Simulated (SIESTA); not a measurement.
Crystal: HPbNO4.

```
CELL_PARAMETERS angstrom
4.27531 -0.00040 0.00636
-2.08399 5.20775 -0.04907
-2.12377 -1.86574 4.91491
ATOMIC_POSITIONS crystal
H 0.99073 0.03330 0.90994
Pb 0.50274 0.81989 0.14287
N 0.00838 0.47408 0.50265
O 0.99816 0.92741 0.02877
O 0.19467 0.73435 0.60852
O 0.81673 0.35882 0.24556
O 0.01381 0.33121 0.65217
```

The cell was built by a generator and needn't be a form met in nature.

| Item | Value |
| --- | --- |
| Program | SIESTA 5.4.2 |
| Task | relaxation of cell and atoms |
| Functional | vdW-DF-cx |
| Potentials or basis | PseudoDojo 0.4 standard (PBE files) |
| Basis | DZP (energy shift 0.003 Ry; two zetas on semicore shells) |
| Grid cutoff | 800 Ry |
| Energy shift | 0.003 Ry |
| k mesh | 6 × 4 × 4 |
| Occupations | fermi-dirac, width 0.05 eV |
| Spin | no spin polarisation |

At the start: pressure 1.6 GPa; volume 15.59 Å³/atom.

Question: Where does the relaxation end?

Answer: Over 21 steps the energy falls by 19.4 meV/atom and the volume is 14.03 Å³/atom (-10.0 %); space group Cm (No. 8, to 0.05 Å).

The path:
```
step  energy change (eV)  largest force (eV/Å)  pressure (GPa)  volume (Å³)
   1              0.0000                1.4450            1.64       109.13
   2             -0.0333                1.0382           -2.29       109.43
   3             -0.0519                0.3525           -1.18       109.17
   4             -0.0553                0.1733           -1.20       109.03
   5             -0.0634                0.1348           -1.17       108.42
   6             -0.0685                0.1213           -1.23       107.99
   7             -0.0850                0.1493           -1.31       106.38
   8             -0.1062                0.0996           -0.89       103.86
   9             -0.1167                0.0958           -0.62       102.20
  10             -0.1248                0.0781           -0.34       100.55
  11             -0.1292                0.0487           -0.03        99.17
  12             -0.1301                0.0513           -0.02        99.05
  13             -0.1320                0.0409            0.03        98.64
  14             -0.1329                0.0292           -0.07        98.83
  15             -0.1343                0.0223            0.05        98.16
  16             -0.1348                0.0193            0.02        98.16
  17             -0.1349                0.0131            0.03        98.10
  18             -0.1351                0.0125            0.01        98.26
  19             -0.1353                0.0136           -0.01        98.36
  20             -0.1355                0.0123           -0.01        98.36
  21             -0.1360                0.0123            0.00        98.23
```

Final structure:
```
CELL_PARAMETERS angstrom
4.21549 -0.01309 -0.00445
-2.07019 4.97262 -0.04329
-2.10063 -1.77434 4.71046
ATOMIC_POSITIONS crystal
H 0.99079 0.03380 0.91144
Pb 0.50373 0.80065 0.16528
N 0.00845 0.48184 0.49505
O 0.99631 0.91812 0.03496
O 0.20325 0.75863 0.60836
O 0.80848 0.35952 0.22192
O 0.01294 0.32762 0.65312
```

Caveat: the potentials were made for another functional, which shifts forces and pressure; the basis of atomic orbitals isn't converged, which shifts pressures, moduli and gaps.
